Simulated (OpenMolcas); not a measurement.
# CH2NOSi (SMILES O=C=N[SiH2]) at 5 levels

Wanted: a comparison of 5 runs (UHF/STO-3G, UB3LYP/6-31G*, UBLYP/6-311+G**, UM06-L/6-311+G**, UPBE/6-311+G**) of CH2NOSi. 

The calculation is run with OpenMolcas 26.06.

### Step 1. The system as given

CH2NOSi has 6 atoms, charge 0, and is taken as a doublet. SMILES: `O=C=N[SiH2]`. The coordinates come from a PBE0-D4/def2-TZVP relaxation.

Bond lengths: O1–C2 1.164 Å, C2–N3 1.195 Å, N3–Si4 1.706 Å, Si4–H5 1.486 Å, Si4–H6 1.486 Å. Angles: O1–C2–N3 178.3°, C2–N3–Si4 162.2°, N3–Si4–H5 108.6°, N3–Si4–H6 108.6°, H5–Si4–H6 111.4°.

### Step 2. Energy and gradient at UHF/STO-3G (run 1)

The input, run.inp:

```
&GATEWAY
  BasLib=$CurrDir
  Coord
  6
  angstrom
  O        1.089700      -2.025700       1.610400
  C        0.648500      -1.177800       0.945400
  N        0.216300      -0.284900       0.279200
  Si      -0.683300       0.591600      -0.875300
  H        0.261300       1.214200      -1.839100
  H       -1.490500       1.618700      -0.166800
  Basis=STO-3G
  Group=NoSym

&SEWARD

&SCF
  UHF
  Spin=2
  Thresholds=1e-10 1e-07 1e-07 1e-05
  PrOrbitals=0

&ALASKA
```

The basis set STO-3G is read from a file made from the Basis Set Exchange's data (not shown).

Launch:

```
$ export MOLCAS_MEM=1860
$ pymolcas run.inp > run.log
```

Standard output:

```text
--- Start Module: gateway ---
[...]
--- Stop Module: gateway /rc=_RC_ALL_IS_WELL_ ---
[...]
      Basis functions           26
[...]
--- Start Module: scf ---
[...]
       Convergence after  23 Iterations
[...]
::    Total SCF energy                               -451.6908950461
[...]
      Total spin, S                                     0.5086119848
[...]
      Total electronic charge=   37.000000
      Total            charge=   -0.000000
[...]
      Dipole Moment (debye):
      Origin of the operator (angstrom)=    0.1095   -0.4322    0.2015
                   X= -1.7233E+00               Y=  1.1438E+00               Z= -2.0807E+00           Total=  2.9338E+00
      Quadrupole Moment (debye*angstrom):
[...]
--- Stop Module: scf /rc=_RC_ALL_IS_WELL_ ---
--- Start Module: alaska ---
[...]
 *              Molecular gradients               *
 **************************************************
  Irreducible representation: a
 ------------------------------------------------------------------------------------------
                              X                       Y                       Z
 ------------------------------------------------------------------------------------------
  O1               -3.03239705456448E-02    5.56780524126488E-02   -4.50989451704213E-02
  C2                3.15872885354938E-02   -5.54973334723798E-02    4.63899696765444E-02
  N3               -2.22941315926313E-03   -3.83007643561051E-03   -1.41759974893585E-03
  SI4               3.61548071050422E-03   -2.34801637676236E-02    9.51989065059422E-03
  H5                1.67541254213459E-02    9.40225227432823E-03   -2.19562300180698E-02
  H6               -1.94035109624324E-02    1.77272689886405E-02    1.25629146103017E-02
 ------------------------------------------------------------------------------------------
--- Stop Module: alaska /rc=_RC_ALL_IS_WELL_ ---
[...]
```

Wall time 1.4 s (1 thread of Intel Xeon 6975P-C (Granite Rapids), shared host); peak memory 0.37 GiB.

### Step 3. Energy and forces at UB3LYP/6-31G(d) (spherical functions) (run 2)

The input, test.inp:

```
* CH2NOSi Kohn-Sham DFT
>>> EXPORT MOLCAS_PRINT=2
&GATEWAY
BasLib=$CurrDir
Coord
6
angstrom
O        1.089700      -2.025700       1.610400
C        0.648500      -1.177800       0.945400
N        0.216300      -0.284900       0.279200
Si      -0.683300       0.591600      -0.875300
H        0.261300       1.214200      -1.839100
H       -1.490500       1.618700      -0.166800
Basis=6-31Gs
Group=NoSym
&SEWARD
GridInput
Grid=UltraFine
End of Grid
&SCF
UHF
Spin=2
KSDFT=B3LYP
Thresholds=1e-10 1e-07 1e-07 1e-05
PrOrbitals=0
&ALASKA
```

The basis set 6-31G* is read from a file made from the Basis Set Exchange's data (not shown).

Launch:

```
$ export MOLCAS_MEM=1860
$ pymolcas test.inp > test.log
```

Standard output:

```text
--- Start Module: gateway ---
[...]
--- Stop Module: gateway /rc=_RC_ALL_IS_WELL_ ---
[...]
      Basis functions           64
[...]
--- Start Module: scf ---
[...]
       Convergence after  17 Iterations
[...]
::    Total KS-DFT energy                            -458.7537355299
[...]
      Total spin, S                                     0.5007656791
[...]
      Total electronic charge=   37.000000
      Total            charge=   -0.000000
[...]
      Dipole Moment (debye):
      Origin of the operator (angstrom)=    0.1095   -0.4322    0.2015
                   X= -8.6641E-01               Y=  1.0549E+00               Z= -1.1617E+00           Total=  1.7925E+00
      Quadrupole Moment (debye*angstrom):
[...]
--- Stop Module: scf /rc=_RC_ALL_IS_WELL_ ---
[...]
--- Start Module: alaska ---
[...]
 *              Molecular gradients               *
 **************************************************
  Irreducible representation: a
 ------------------------------------------------------------------------------------------
                              X                       Y                       Z
 ------------------------------------------------------------------------------------------
  O1               -1.08754947421517E-02    2.06980732210340E-02   -1.63503518602468E-02
  C2                2.91750625931744E-03   -6.12734814574664E-03    4.52804232859794E-03
  N3                4.24350914144755E-03   -9.88025030972217E-03    6.80108000914914E-03
  SI4               3.81233072387488E-03   -2.32701612243602E-03    4.59329915836371E-03
  H5               -4.80679321501309E-04   -1.07323144992666E-03    6.26905215006968E-04
  H6                3.82827939080066E-04   -1.29022719315275E-03   -1.98974850897704E-04
 ------------------------------------------------------------------------------------------
--- Stop Module: alaska /rc=_RC_ALL_IS_WELL_ ---
[...]
```

Wall time 18 s (1 thread of Intel Xeon 6975P-C (Granite Rapids), shared host); peak memory 0.4 GiB.

Runs 3 to 4 aren't shown in full; the table further down has their settings and results.

### Step 4. Energy and gradient at UPBE/6-311+G(d,p) (run 5)

The input, input.xyz:

```xyz
6

O      1.089700    -2.025700     1.610400
C      0.648500    -1.177800     0.945400
N      0.216300    -0.284900     0.279200
Si    -0.683300     0.591600    -0.875300
H      0.261300     1.214200    -1.839100
H     -1.490500     1.618700    -0.166800
```

The input, mol.input:

```
&GATEWAY
BasLib=$CurrDir
Coord=input.xyz
Basis=6-311pGss
Group=NoSym
&SEWARD
GridInput
Grid=UltraFine
End of Grid
&SCF
UHF
Spin=2
KSDFT=PBE
Thresholds=1e-10 1e-07 1e-07 1e-05
PrOrbitals=1 2
&ALASKA
```

The basis set 6-311+G** is read from a file made from the Basis Set Exchange's data (not shown).

Launch:

```
$ export MOLCAS_MEM=1860
$ pymolcas mol.input > mol.log
```

Standard output:

```text
--- Start Module: gateway ---
[...]
--- Stop Module: gateway /rc=_RC_ALL_IS_WELL_ ---
[...]
      Basis functions          108
[...]
--- Start Module: scf ---
[...]
       Convergence after  18 Iterations
[...]
::    Total KS-DFT energy                            -458.4858327276
[...]
      Total spin, S                                     0.5008134120
[...]
      Total electronic charge=   37.000000
      Total            charge=   -0.000000
[...]
      Dipole Moment (debye):
      Origin of the operator (angstrom)=    0.1095   -0.4322    0.2015
                   X= -9.0791E-01               Y=  1.0866E+00               Z= -1.2129E+00           Total=  1.8644E+00
      Quadrupole Moment (debye*angstrom):
[...]
--- Stop Module: scf /rc=_RC_ALL_IS_WELL_ ---
[...]
--- Start Module: alaska ---
[...]
 *              Molecular gradients               *
 **************************************************
  Irreducible representation: a
 ------------------------------------------------------------------------------------------
                              X                       Y                       Z
 ------------------------------------------------------------------------------------------
  O1               -1.22708848296487E-02    2.35845875191814E-02   -1.85020196536225E-02
  C2                1.12286320798136E-03   -2.29473190732543E-03    1.73280449249102E-03
  N3                5.58497038131511E-03   -1.49155742668219E-02    9.40377296075356E-03
  SI4               5.82488861575214E-03   -1.45146081847614E-03    6.48880194730594E-03
  H5               -2.92399339614757E-03   -1.80767492663403E-03    3.10488169934198E-03
  H6                2.66215602073405E-03   -3.11514559990744E-03   -2.22824144621803E-03
 ------------------------------------------------------------------------------------------
--- Stop Module: alaska /rc=_RC_ALL_IS_WELL_ ---
[...]
```

Run time: 44 s. Hardware: 1 thread of Intel Xeon 6975P-C (Granite Rapids), shared host; peak memory 0.62 GiB.

### Step 5. The series

| run | level | integration grid | task | energy (Eh) | dipole moment (D) | HOMO energy (eV) | LUMO energy (eV) | wall time |
| --- | --- | --- | --- | --- | --- | --- | --- | --- |
| 1 | UHF/STO-3G | – | gradient | -451.690895 | 2.93 | -6.32 | 5.26 | 1.4 s |
| 2 | UB3LYP/6-31G* (spherical functions) | UltraFine | gradient | -458.753736 | 1.79 | -5.97 | -3.06 | 18 s |
| 3 | UBLYP/6-311+G** | UltraFine | gradient | -458.793199 | 1.87 | -5.13 | -3.81 | 48 s |
| 4 | UM06-L/6-311+G** | UltraFine | energy | -458.801288 | 2.00 | -5.42 | -3.60 | 47 s |
| 5 | UPBE/6-311+G** | UltraFine | gradient | -458.485833 | 1.86 | -5.34 | -3.77 | 44 s |

### Step 6. What came out

| quantity | value |
| --- | --- |
| run 5: total energy | -458.48583 Eh |
| run 5: dipole moment | 1.86 D |
| run 5: HOMO energy (highest over α and β) | -5.34 eV |
| run 5: LUMO energy (lowest over α and β) | -3.77 eV |
| run 5: ⟨S²⟩ | 0.752 |
| run 5: largest force on an atom | 1.666 eV/Å |

What this shows: The dipole moment (its size) runs from 1.79 D (UB3LYP/6-31G*) to 2.93 D (UHF/STO-3G). The two ends differ in method and basis. Totals of different functionals can't be ranked against each other. In run 1 the basis is minimal, so the values are rough. All runs together took 2.6 min, the longest 48 s.
